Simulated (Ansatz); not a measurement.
# BC7: single point, by script

What energy and properties does BC7 have at the given structure? The task is a single point, for BC7.

All numbers are computed with Ansatz 0.2.0 through its Python package. Level of theory: DFT RPBE+D4, plane waves, PAW.

## 1. The structure

The structure is triclinic, space group P1 (No. 1). Conventional cell: a = 3.562 Å, b = 3.618 Å, c = 3.655 Å, α = 91.55°, β = 90.04°, γ = 91.05°. Around B (site symmetry 1) lie 4 C at 1.56 to 1.59 Å. C (site symmetry 1) has 4 C at 1.51 to 1.60 Å as nearest neighbours. C (site symmetry 1) has 4 C at 1.54 to 1.59 Å as nearest neighbours. C (site symmetry 1) is surrounded by 4 C at 1.51 to 1.61 Å. Around C (site symmetry 1) lie 3 C at 1.51 to 1.60 Å and 1 B at 1.59 Å. Around C (site symmetry 1) lie 3 C at 1.54 to 1.59 Å and 1 B at 1.56 Å. Around C (site symmetry 1) lie 3 C at 1.55 to 1.57 Å and 1 B at 1.56 Å. C (site symmetry 1) is surrounded by 3 C at 1.51 to 1.61 Å and 1 B at 1.59 Å.

The script holds or builds the structure itself.

## 2. The script

The input, scf_bc7.py:

```python
"""Single point of BC7, atoms off their sites."""

from pathlib import Path

import ansatz as az
from ase.io.cube import read_cube_data
from ase.units import Bohr
import numpy as np

vectors = np.array([
    [3.56149, -0.03283, -0.00155],
    [-0.03283, 3.61712, -0.04929],
    [-0.00155, -0.04929, 3.65514],
])
bc7 = (
    az.Lattice.of(vectors)
    .atom("B", (0.99546, 0.99957, 0.99367))
    .atom("C", (0.99806, 0.50151, 0.50229))
    .atom("C", (0.50032, 0.50207, 0.00039))
    .atom("C", (0.49944, 0.9979, 0.4949))
    .atom("C", (0.74246, 0.75474, 0.25303))
    .atom("C", (0.75621, 0.24871, 0.74376))
    .atom("C", (0.25458, 0.74895, 0.75117))
    .atom("C", (0.24313, 0.26358, 0.25831))
)

# the calculation
setup = (
    bc7.calculation()
    .functional("rpbe", dispersion="D4")
    .basis(470)
    .kpoints(mesh=(3, 3, 3), center="gamma")
    .occupations("fermi_dirac", width=0.01)
    .scf(max_iterations=80)
    .stress()
    .density()
    .output_files(volumetric_format="cube")
)
session = setup.session()
planned = session.plan(threads=1)
done = planned.execute()
r = done.report

n_atoms = len(r["lattice"]["sites"])
print("F =", round(r["free_energy_ev"], 4), "eV for", n_atoms, "atoms")
print("E(sigma -> 0) =", round(r["energy_sigma0_ev"], 4), "eV, TS =", round(r["entropy_ts_ev"], 5), "eV")
print("closed by", r["closed_by"], "after", r["n_iterations"], "iterations")

# the stress is positive in compression
sigma = r["stress_gpa"]
voigt = [sigma[0][0], sigma[1][1], sigma[2][2], sigma[1][2], sigma[0][2], sigma[0][1]]
print("stress xx yy zz yz xz xy (GPa, compression positive):", " ".join(f"{s:.3f}" for s in voigt))
print("P =", round(10 * float(np.mean(voigt[:3])), 2), "kbar")

# cube files hold the density in electrons per cubic bohr
folder = Path(done.write_results("cubes"))
print("\n".join((folder / "rho.cube").read_text().splitlines()[: 6 + 6]))
values, cube_atoms = read_cube_data(str(folder / "rho.cube"))
print("electrons from the file:", round(values.mean() * cube_atoms.get_volume() / Bohr ** 3, 3))
```

## 3. Running it

Run with:

```console
$ python scf_bc7.py
```

Q: Predict the main results. Wanted: free energy; gap on the mesh; pressure.

The runs gave:

```
       quantity                              value
    free energy  -1924.1957 eV (-240.5245 eV/atom)
gap on the mesh                               none
       pressure                          -3.12 GPa
```

In words: The mesh shows no gap. The pressure of -3.1 GPa means that the cell would shrink if relaxed at this level. What to keep in mind:
- For a metal this mesh is far too coarse, so the numbers only illustrate the procedure.
- Grid values close to the nuclei reflect the PAW or pseudopotential construction, not the all-electron fields.
- The cell is a database structure, distorted on purpose. The atoms and cell were moved off the listed structure at random before the run.
